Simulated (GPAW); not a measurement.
The system is Ga.

```
CELL_PARAMETERS angstrom
-2.99241 2.99241 2.99241
2.99241 -2.99241 2.99241
2.99241 2.99241 -2.99241
ATOMIC_POSITIONS crystal
Ga 0.37500 0.62500 0.75000
Ga 0.62500 0.75000 0.37500
Ga 0.87500 0.25000 0.12500
Ga 0.75000 0.37500 0.62500
Ga 0.12500 0.87500 0.25000
Ga 0.25000 0.12500 0.87500
```

This isn't the form of Ga at room conditions, which is orthorhombic.

| Property | Result |
| --- | --- |
| Program | GPAW 26.7.0 |
| Task | relaxation of cell and atoms |
| Functional | PBEsol |
| Dispersion | D3 |
| Potentials or basis | PAW data sets generated in the run's folder for this functional |
| Cutoff | 600 eV |
| Basis | pw |
| k mesh | 6 × 6 × 6 |
| Occupations | fermi-dirac, width 0.05 eV |
| Spin | no spin polarisation |

At the start: pressure -1.5 GPa; volume 17.86 Å³/atom.

Q: How do energy, volume and symmetry change on relaxing?

A: Over 3 steps the energy falls by 2.2 meV/atom and the volume is 17.40 Å³/atom (-2.6 %); space group I-43d (No. 220, to 0.05 Å).

Step by step:
```
step  energy change (eV)  largest force (eV/Å)  pressure (GPa)  volume (Å³)
   1              0.0000                0.0000           -1.52       107.18
   2             -0.0012                0.0000           -1.45       107.05
   3             -0.0134                0.0000            0.06       104.40
```

Final structure:
```xyz
6
Lattice="-2.9663 2.9663 2.9663 2.9663 -2.9663 2.9663 2.9663 2.9663 -2.9663" Properties=species:S:1:pos:R:3 pbc="T T T"
Ga    2.9663    1.4831    0.7416
Ga    1.4831    0.7416    2.9663
Ga   -1.4831    2.2247    2.9663
Ga    0.7416    2.9663    1.4831
Ga    2.9663   -1.4831    2.2247
Ga    2.2247    2.9663   -1.4831
```

Caveat: later steps reuse the first step's grids; pairwise dispersion overbinds metals, which lowers pressure and volume.
